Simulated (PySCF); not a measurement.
The system is AlSH3, in a box.

```
CELL_PARAMETERS angstrom
13.00000 0.00000 0.00000
0.00000 11.00000 0.00000
0.00000 0.00000 12.00000
ATOMIC_POSITIONS crystal
Al 0.45445 0.49399 0.50685
S 0.58870 0.46863 0.61338
H 0.34941 0.44072 0.55125
H 0.46792 0.56310 0.39229
H 0.65259 0.52599 0.54274
```

Base run:

* Program: PySCF 2.14.0
* Functional: CAM-B3LYP
* Potentials or basis: cc-pvdz (all-electron)
* k mesh: 1 × 1 × 1
* Occupations: fixed
* Spin: no spin polarisation

Its results: gap between the frontier levels 8.67 eV.

Problem. After a change of settings the same cell gave: gap between the frontier levels 4.53 eV. Which change was it?
A. functional from CAM-B3LYP to HLE16
B. functional from CAM-B3LYP to N12
C. functional from CAM-B3LYP to rSCAN; dispersion from none to D3(BJ)

Solution. B.

Caveats: this is a molecule in a periodic box at the Γ point, so its band gap is the HOMO-LUMO gap; the basis of atomic orbitals isn't converged, which shifts pressures, moduli and gaps.

Runs at the PBE level aren't shown here.
